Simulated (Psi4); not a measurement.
# singlet [InNH3]+ at 3 levels

We compute a comparison of 3 runs (HF/STO-3G, HF/3-21G, HSE06/def2-SVP) of singlet [InNH3]+. 

The results are computed with Psi4 1.11.

## Step 1: The molecule

[InNH3]+ has 5 atoms, charge +1, and is taken as a singlet. SMILES of the parent species: `[NH2][InH]`. Geometry: relaxed at PBE0-D4/def2-TZVP. This is one conformer, not always the lowest. That shape belongs to the parent species and isn't relaxed for this state.

Bond lengths: N1–In2 2.036 Å, N1–H3 1.011 Å, N1–H4 1.009 Å, In2–H5 1.761 Å. Angles: N1–In2–H5 116.4°, In2–N1–H3 120.0°, In2–N1–H4 120.8°, H3–N1–H4 109.8°.

## Step 2: Energy and forces at HF/STO-3G (run 1)

calc.in reads:

```
memory 1600 mb

molecule {
  1 1
  N     -0.299400    -0.736500     0.264700
  In     0.846600     0.946400     0.296000
  H     -0.846800    -0.960800    -0.554700
  H      0.017600    -1.585600     0.707600
  H      0.331900     2.262600    -0.755100
  symmetry c1
}

set {
  basis         STO-3G
  puream        true
  e_convergence 1e-09
  d_convergence 1e-08
  scf_type      pk
}

e_tot, wfn = gradient('scf', return_wfn=True)
oeprop(wfn, 'MULLIKEN_CHARGES', 'QUADRUPOLE', 'WIBERG_LOWDIN_INDICES', title='SCF')
```

The run is started by

```sh
$ psi4 calc.in calc.out -n 1
```

calc.out:

```text
[...]
  Running in c1 symmetry.
[...]
  Nuclear repulsion =  132.207843253907555
[...]
  Multiplicity = 1
[...]
  Nalpha       = 29
  Nbeta        = 29
[...]
    Number of basis functions: 35
[...]
   @RHF iter   1: -5737.72607919204893   -3.22421e+00   1.97320e-02 DIIS/ADIIS
[...]
   @RHF iter  13: -5738.15201974945103   -3.63798e-12   3.76843e-09 DIIS
[...]
    Orbital Energies [Eh]
    ---------------------
    Doubly Occupied:
       1A   -987.169633     2A   -146.304929     3A   -138.316676
       4A   -138.316118     5A   -138.315017     6A    -27.992504
       7A    -25.011036     8A    -25.009514     9A    -25.006232
      10A    -16.878696    11A    -16.878568    12A    -16.875408
      13A    -16.873459    14A    -16.872573    15A    -15.447940
      16A     -4.533922    17A     -3.350816    18A     -3.348587
      19A     -3.338356    20A     -1.217372    21A     -0.849428
      22A     -0.849052    23A     -0.847944    24A     -0.840507
      25A     -0.837376    26A     -0.746808    27A     -0.656856
      28A     -0.576996    29A     -0.489330
[...]
  @RHF Final Energy: -5738.15201974945103
   => Energetics <=
    Nuclear Repulsion Energy =            132.2078432539075550
    One-Electron Energy =               -8193.2164226540589880
    Two-Electron Energy =                2322.8565596506996371
    Total Energy =                      -5738.1520197494519380
[...]
  -Total Gradient:
     Atom            X                  Y                   Z
    ------   -----------------  -----------------  -----------------
       1       -0.058620820282    -0.063188864698    -0.029791167947
       2        0.080638221565     0.028274338012     0.053245653287
       3        0.003219817554     0.000752195631     0.015306821338
       4        0.002883660181     0.017051602411    -0.005313265557
       5       -0.028120878922     0.017110728501    -0.033448041134
[...]
 Multipole Moments:
 ------------------------------------------------------------------------------------
     Multipole            Electronic (a.u.)      Nuclear  (a.u.)        Total (a.u.)
 ------------------------------------------------------------------------------------
 L = 1.  Multiply by 2.5417464519 to convert [e a0] to [Debye]
 Dipole X            :          5.9053240           -4.7502529            1.1550711
 Dipole Y            :          5.6406923           -5.5879349            0.0527573
 Dipole Z            :          2.1585330           -1.5904904            0.5680426
 Magnitude           :                                                    1.2882721
 L = 2.  Multiply by 1.3450342976 to convert [e a0^2] to [Debye ang]
 Quadrupole XX       :        -56.7188058           39.4500077          -17.2687981
 Quadrupole XY       :        -55.0035704           55.2941217            0.2905512
[...]
  Mulliken Charges: (a.u.)
   Center  Symbol    Alpha    Beta     Spin     Total
       1     N     3.77408  3.77408  0.00000 -0.54815
       2    IN    23.88813 23.88813  0.00000  1.22374
       3     H     0.40027  0.40027  0.00000  0.19946
       4     H     0.41012  0.41012  0.00000  0.17975
       5     H     0.52740  0.52740  0.00000 -0.05480
   Total alpha = 29.00000, Total beta = 29.00000, Total charge =  1.00000
  Wiberg Bond Indices using Orthogonal Lowdin Orbitals:
[...]
```

Wall time 3.3 s (1 thread of Intel Xeon Platinum 8488C (Sapphire Rapids), shared host); peak memory 0.19 GiB.

## Step 3: Energy and forces at HF/3-21G (run 2)

h3inn.in reads:

```
memory 1.6 GB

molecule system {
  1 1
  N     -0.299400    -0.736500     0.264700
  In     0.846600     0.946400     0.296000
  H     -0.846800    -0.960800    -0.554700
  H      0.017600    -1.585600     0.707600
  H      0.331900     2.262600    -0.755100
  symmetry c1
  no_reorient
  no_com
}

set puream true
set e_convergence 1e-09
set d_convergence 1e-08
set scf_type pk

E, wfn = gradient("hf/3-21G", return_wfn=True)
oeprop(wfn, "DIPOLE", "MULLIKEN_CHARGES", "WIBERG_LOWDIN_INDICES", title="HF")
```

The run is started by

```sh
$ psi4 -n 1 h3inn.in h3inn.out
```

h3inn.out, cut to the lines that bear on the results:

```text
[...]
  Running in c1 symmetry.
[...]
  Nuclear repulsion =  132.207843253907583
[...]
  Multiplicity = 1
[...]
  Nalpha       = 29
  Nbeta        = 29
[...]
    Number of basis functions: 46
[...]
   @RHF iter   1: -5770.12832835475183   -3.57121e+00   1.16189e-02 ADIIS/DIIS
[...]
   @RHF iter  12: -5770.32970725794348   -1.00044e-11   5.46696e-09 DIIS
[...]
  @RHF Final Energy: -5770.32970725794348
   => Energetics <=
    Nuclear Repulsion Energy =            132.2078432539075834
    One-Electron Energy =               -8217.4308670632890426
    Two-Electron Energy =                2314.8933165514381471
    Total Energy =                      -5770.3297072579434825
[...]
  -Total Gradient:
     Atom            X                  Y                   Z
    ------   -----------------  -----------------  -----------------
       1       -0.039722608152    -0.006574212009    -0.012849630842
       2        0.046514963884     0.020321559295     0.027143446233
       3       -0.000006602571    -0.006418992779     0.001063230579
       4        0.009309767927     0.000227041772    -0.003720553909
       5       -0.016095521558    -0.007555395064    -0.011636491800
[...]
 Multipole Moments:
 ------------------------------------------------------------------------------------
     Multipole            Electronic (a.u.)      Nuclear  (a.u.)        Total (a.u.)
 ------------------------------------------------------------------------------------
 L = 1.  Multiply by 2.5417464519 to convert [e a0] to [Debye]
 Dipole X            :        -71.1412129           73.4920159            2.3508031
 Dipole Y            :        -76.0621197           77.3546161            1.2924964
 Dipole Z            :        -28.8419785           29.7720682            0.9300897
 Magnitude           :                                                    2.8393466
[...]
  Mulliken Charges: (a.u.)
   Center  Symbol    Alpha    Beta     Spin     Total
       1     N     3.98900  3.98900  0.00000 -0.97800
       2    IN    23.85019 23.85019  0.00000  1.29961
       3     H     0.31093  0.31093  0.00000  0.37814
       4     H     0.32076  0.32076  0.00000  0.35848
       5     H     0.52911  0.52911  0.00000 -0.05823
   Total alpha = 29.00000, Total beta = 29.00000, Total charge =  1.00000
  Wiberg Bond Indices using Orthogonal Lowdin Orbitals:
[...]
```

Wall time 3.3 s (1 thread of Intel Xeon Platinum 8488C (Sapphire Rapids), shared host); peak memory 0.19 GiB.

## Step 4: Energy and gradient at HSE06/def2-SVP (core potential) (run 3)

job.py reads:

```python
import psi4

psi4.set_memory('1600 MB')
psi4.set_num_threads(1)
psi4.core.set_output_file('output.dat', False)

geom = psi4.geometry("""
1 1
N     -0.299400    -0.736500     0.264700
In     0.846600     0.946400     0.296000
H     -0.846800    -0.960800    -0.554700
H      0.017600    -1.585600     0.707600
H      0.331900     2.262600    -0.755100
symmetry c1
""")

psi4.set_options({
    'basis': 'def2-SVP',
    'reference': 'rks',
    'puream': True,
    'e_convergence': 1e-09,
    'd_convergence': 1e-08,
    'scf_type': 'pk',
    'dft_radial_points': 99,
    'dft_spherical_points': 590,
})

e, wfn = psi4.gradient("hse06", return_wfn=True)
print('gradient / Eh bohr^-1')
print(e.np.round(6))
print(f'energy = {wfn.energy():.10f} Eh')
for k, v in sorted(psi4.core.scalar_variables().items()):
    print(f'{k:45s} {v:18.10f}')
```

The run is started by

```sh
$ python job.py
```

output.dat:

```text
[...]
    !!!  WARNING: ECP capability is in beta. Please check occupations closely.  !!!
[...]
  Running in c1 symmetry.
[...]
  Nuclear repulsion =   61.852746045763581
[...]
  Multiplicity = 1
[...]
  Nalpha       = 15
  Nbeta        = 15
[...]
    Number of basis functions: 55
[...]
   @RKS iter   1:  -245.92904186896132   -5.69220e-01   1.47532e-02 DIIS/ADIIS
[...]
   @RKS iter  12:  -246.25277981349129   -3.12639e-13   4.19953e-09 DIIS
[...]
    Orbital Energies [Eh]
    ---------------------
    Doubly Occupied:
       1A    -14.578188     2A     -4.967395     3A     -3.365389
       4A     -3.363232     5A     -3.354926     6A     -1.061410
       7A     -1.034789     8A     -1.033550     9A     -1.029950
      10A     -1.025180    11A     -0.992694    12A     -0.670971
      13A     -0.647656    14A     -0.542343    15A     -0.456638
[...]
  @RKS Final Energy:  -246.25277981349129
   => Energetics <=
    Nuclear Repulsion Energy =             61.8527460457635812
    One-Electron Energy =                -526.4090957020827091
    Two-Electron Energy =                 237.3647303153358905
    DFT Exchange-Correlation Energy =     -19.0611604725080532
    Empirical Dispersion Energy =           0.0000000000000000
    VV10 Nonlocal Energy =                  0.0000000000000000
    Total Energy =                       -246.2527798134912871
[...]
 Multipole Moments:
 ------------------------------------------------------------------------------------
     Multipole            Electronic (a.u.)      Nuclear  (a.u.)        Total (a.u.)
 ------------------------------------------------------------------------------------
 L = 1.  Multiply by 2.5417464519 to convert [e a0] to [Debye]
 Dipole X            :         12.8472651          -12.4139086            0.4333565
 Dipole Y            :         16.1496243          -16.3015989           -0.1519746
 Dipole Z            :          2.5072987           -2.3686144            0.1386842
 Magnitude           :                                                    0.4797161
[...]
  -Total Gradient:
     Atom            X                  Y                   Z
    ------   -----------------  -----------------  -----------------
       1       -0.017152298049    -0.010918907369    -0.025742993845
       2        0.032653263036     0.009652024587     0.031140250569
       3       -0.001387669273    -0.003038853863     0.014840158350
       4        0.000041754843     0.008454788336    -0.005820521838
       5       -0.014147835313    -0.004168268926    -0.014405282290
[...]
```

Standard output:

```text
gradient / Eh bohr^-1
[[-1.7152e-02 -1.0919e-02 -2.5743e-02]
 [ 3.2653e-02  9.6520e-03  3.1140e-02]
 [-1.3880e-03 -3.0390e-03  1.4840e-02]
 [ 4.2000e-05  8.4550e-03 -5.8210e-03]
 [-1.4148e-02 -4.1680e-03 -1.4405e-02]]
energy = -246.2527798135 Eh
CURRENT ENERGY                                   -246.2527798135
CURRENT REFERENCE ENERGY                         -246.2527798135
DD SOLVATION ENERGY                                 0.0000000000
DFT FUNCTIONAL TOTAL ENERGY                      -246.2527798135
DFT TOTAL ENERGY                                 -246.2527798135
DFT VV10 ENERGY                                     0.0000000000
DFT XC ENERGY                                     -19.0611604725
GRID ELECTRONS ALPHA                               15.0000000400
GRID ELECTRONS BETA                                15.0000000400
GRID ELECTRONS TOTAL                               30.0000000801
NUCLEAR REPULSION ENERGY                           61.8527460458
ONE-ELECTRON ENERGY                              -526.4090957021
PCM POLARIZATION ENERGY                             0.0000000000
PE ENERGY                                           0.0000000000
SCF ITERATION ENERGY                             -246.2527798135
SCF ITERATIONS                                     12.0000000000
SCF TOTAL ENERGY                                 -246.2527798135
TWO-ELECTRON ENERGY                               237.3647303153
XC GRID RADIAL POINTS                              99.0000000000
XC GRID SPHERICAL POINTS                          590.0000000000
XC GRID TOTAL POINTS                           278890.0000000000
```

It took 26 s on 1 thread of Intel Xeon Platinum 8488C (Sapphire Rapids), shared host; peak memory 0.63 GiB.

## Step 5: Overview of the runs

```tsv
run	level	core potential	integration grid	energy (Eh)	HOMO energy (eV)	LUMO energy (eV)	HOMO–LUMO gap (eV)	wall time
1	HF/STO-3G	none	–	-5738.152020	-13.32	-3.97	9.34	3.3 s
2	HF/3-21G	none	–	-5770.329707	-15.39	-6.71	8.69	3.3 s
3	HSE06/def2-SVP (core potential)	def2	99 radial × 590 angular	-246.252780	-12.43	-10.29	2.14	26 s
```

## Step 6: What came out

| quantity | value |
| --- | --- |
| run 3: total energy | -246.25278 Eh |
| run 3: HOMO energy | -12.43 eV |
| run 3: LUMO energy | -10.29 eV |
| run 3: HOMO–LUMO gap | 2.14 eV |
| run 3: largest force on an atom | 2.373 eV/Å |

**Reading.** The HOMO–LUMO gap runs from 2.14 eV (HSE06/def2-SVP) to 9.34 eV (HF/STO-3G). The two ends differ in method and basis and core potential. Some runs of one species differ in core potentials or relativity; totals across that change don't compare. In run 1 the basis is minimal, so the values are rough. In runs 1, 2 relativity is left out where basis or elements ask for it. All runs together took 32 s, the longest 26 s.
